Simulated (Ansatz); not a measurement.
# CH3BClN: taking an electron away

How much energy removes an electron from CH3BClN at fixed geometry? The cation is run at each level and the neutral's energy taken from earlier runs.

Computed with Ansatz 0.2.0, Gaussian basis. Level: unrestricted cation, the program's frozen cores in correlated methods.

The runs, in order: UKS PBE-D4/def2-TZVPP; UKS r2SCAN-D4/def2-TZVPP; UKS PBE0-D4/def2-TZVPP; UKS B3LYP-D4/def2-TZVPP; UKS wB97X-V/def2-TZVPP; UKS wB97M-V/def2-TZVPP; UKS B2PLYP/def2-TZVPP; UHF-CCSD(T)/def2-TZVPP; UHF-MP2/def2-QZVPP; extrapolation to the limit; then −ε(HOMO) from the neutral's earlier runs with LDA (SPW92), PBE-D4, revPBE-D4, BLYP-D4, r2SCAN-D4, B97M-V, PBE0-D4, B3LYP-D4, r2SCANh-D4, r2SCAN0-D4, HSE06-D4, BHLYP-D4, CAM-B3LYP-D4, LC-ωPBE, ωB97X-V, ωB97M-V.

### Step 1. The relaxed structure

All runs share one geometry, relaxed beforehand with PBE0-D4 in a triple-zeta def2 set.

SMILES `B/N=C\Cl`, 7 atoms, charge 0, spin multiplicity 1.

Atoms are counted from 1 here; the program's logs count them from 0.

Bond lengths: B1–N2 1.362 Å, B1–H5 1.195 Å, B1–H6 1.195 Å, N2–C3 1.226 Å, C3–Cl4 1.745 Å, C3–H7 1.088 Å. Angles: N2–B1–H5 118.6°, N2–B1–H6 118.6°, H5–B1–H6 122.7°, B1–N2–C3 176.1°, N2–C3–Cl4 123.5°, N2–C3–H7 125.0°, Cl4–C3–H7 111.5°.

Geometry (Å):

```
B    -0.19679    1.32931   -0.17731
N    -0.11529   -0.01429    0.02825
C     0.03866   -1.21933    0.19014
Cl    1.55307   -2.04332   -0.08235
H    -0.51286    1.72476   -1.26028
H     0.03119    2.06383    0.73786
H    -0.73677   -1.90897    0.51789
```

### Step 2. Cation, UKS PBE-D4/def2-TZVPP

Contents of in.yaml:

```yaml
crystal:
  periodic: [false, false, false]
  atoms:
    - {symbol: B, position_ang: [-0.196794, 1.329311, -0.177313]}
    - {symbol: N, position_ang: [-0.115287, -0.014285, 0.028246]}
    - {symbol: C, position_ang: [0.038659, -1.219328, 0.190143]}
    - {symbol: Cl, position_ang: [1.553074, -2.043321, -0.082352]}
    - {symbol: H, position_ang: [-0.512863, 1.724755, -1.260279]}
    - {symbol: H, position_ang: [0.031185, 2.063831, 0.737864]}
    - {symbol: H, position_ang: [-0.736774, -1.908965, 0.517890]}
basis:
  gaussian: {orbitals: def2-TZVPP}
total_charge: 1
magnetization: {spin_polarized: true, initial_magnetization: 1}
hamiltonian: {xc: pbe, dispersion: d4}
```

The runs that follow: Cation, UKS r2SCAN-D4/def2-TZVPP; Cation, UKS PBE0-D4/def2-TZVPP; Cation, UKS B3LYP-D4/def2-TZVPP; Cation, UKS wB97X-V/def2-TZVPP; Cation, UKS wB97M-V/def2-TZVPP; Cation, UKS B2PLYP (frozen core)/def2-TZVPP; Cation, UHF-CCSD(T)/def2-TZVPP; Cation, UHF-MP2/def2-QZVPP.

Q: Predict the results of all the runs planned. Wanted: ionisation energy, CCSD(T)/CBS; nearest functional by difference; nearest −ε(HOMO); −ε(HOMO) of PBE; T1 of the cation.

**Answer**, as computed:

| quantity | value |
| --- | --- |
| ionisation energy, CCSD(T)/CBS | 10.97 eV |
| nearest functional by difference | B2PLYP (-0.17 eV) |
| nearest −ε(HOMO) | LC-ωPBE (+0.14 eV) |
| −ε(HOMO) of PBE | 7.16 eV |
| T1 of the cation | 0.027 |

**Reading.** Energy differences with functionals land within 0.73 eV of the reference. The PBE orbital energy is 3.8 eV too small: a semilocal HOMO is no ionisation energy. Among orbital estimates LC-ωPBE comes nearest. Hartree-Fock falls 1.57 eV short, as the neutral has more correlation energy than the cation. The cation may have settled in a state other than its lowest; no search over hole states beyond the program's own was made.
